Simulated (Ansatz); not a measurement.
What does this script print? It uses Ansatz 0.2.0, Python API.

`krb3_formation.py`
```python
# -*- coding: utf-8 -*-
"""Is KRb3 bound against its elements, after relaxing cells and atoms."""

from collections import Counter
import warnings

import ansatz as az
import numpy as np


def run_phase(name, crystal):
    calc = (
        crystal.calculation()
        .functional("LDA")
        .basis(500)  # plane waves up to this kinetic energy
        .kpoints(spacing=0.33)  # the mesh must be finer for metals
        .occupations("fermi_dirac", width=0.1)  # smearing steadies the SCF of a metal
        .stress()
    )
    calc = calc.relax(force_tolerance=0.03, max_steps=60, cell=True)
    return calc.run()


def counts(outcome):
    return Counter(site.symbol for site in outcome.lattice.sites)

def formation_energy(outcome, mu):
    n = counts(outcome)
    return (outcome.report["energy_sigma0_ev"] - sum(k * mu[element] for element, k in n.items())) / sum(n.values())


def volume_per_atom(outcome):
    return abs(np.linalg.det(outcome.lattice.cell_ang)) / len(outcome.lattice.sites)


def main():
    warnings.simplefilter("ignore", az.DeckWarning)

    phases = {}
    krb3 = (
        az.Lattice.from_parameters(7.94841784, 7.94841784, 11.39626246, alpha=90, beta=90, gamma=90)
        .space_group(139, hermann_mauguin="I4/mmm")
        .atom("K", (0.0, 0.0, 0.0))
        .atom("Rb", (0.0, 0.5, 0.25))
        .atom("Rb", (0.5, 0.5, 0.0))
        .primitive()
    )
    phases["KRb3"] = krb3
    k = (
        az.Lattice.bcc(5.225)
        .space_group(229)
        .atom("K", (0.0, 0.0, 0.0))
        .primitive()
    )
    phases["K"] = k
    rb = (
        az.Lattice.of((-2.8025, 2.8025, 2.8025), (2.8025, -2.8025, 2.8025), (2.8025, 2.8025, -2.8025))
        .atom("Rb", (0.0, 0.0, 0.0))
    )
    phases["Rb"] = rb

    done = {name: run_phase(name, crystal) for name, crystal in phases.items()}

    # chemical potentials of the elements at zero temperature
    references = {"K": "K", "Rb": "Rb"}
    mu = {element: done[name].report["energy_sigma0_ev"] / len(done[name].lattice.sites) for element, name in references.items()}

    target = done["KRb3"]
    heat = formation_energy(target, mu)
    n = counts(target)
    print("cell content:", dict(n), " volume", round(volume_per_atom(target), 3), "A^3/atom")
    print("formation energy", round(heat, 4), "eV/atom,", round(heat * sum(n.values()), 4), "eV per cell")
    print("bound against the elements" if heat < 0 else "unbound against the elements")


if __name__ == "__main__":
    main()
```

```console
$ python krb3_formation.py
cell content: {<Element.K: 'K'>: 1, <Element.RB: 'Rb'>: 3}  volume 73.814 A^3/atom
formation energy 0.0053 eV/atom, 0.0213 eV per cell
unbound against the elements
```

Reading the output:
- For the metals among these phases the mesh is modest: differences between phases can be off by up to 40 meV an atom.
- These metals are very soft, so angles and axial ratios aren't settled by this mesh and stress tolerance.
- The cells come from databases of deposited and of computed structures, and not all need be stable phases.
- The compound is the structure given, not necessarily its lowest; energies are at zero temperature, with no correction for gases. A semilocal functional's error on such energies is often 0.05 to 0.1 eV an atom, and 0.1 to 0.3 eV against gases such as O2 or F2.
- Timing: 30 s on 1 thread of Arm Neoverse V2, on a shared host, peak memory 0.59 GiB.

(A comment or docstring line of the script was reworded after the run, the code is as it ran; lines on the test bed's own set-up are left out of the output.)
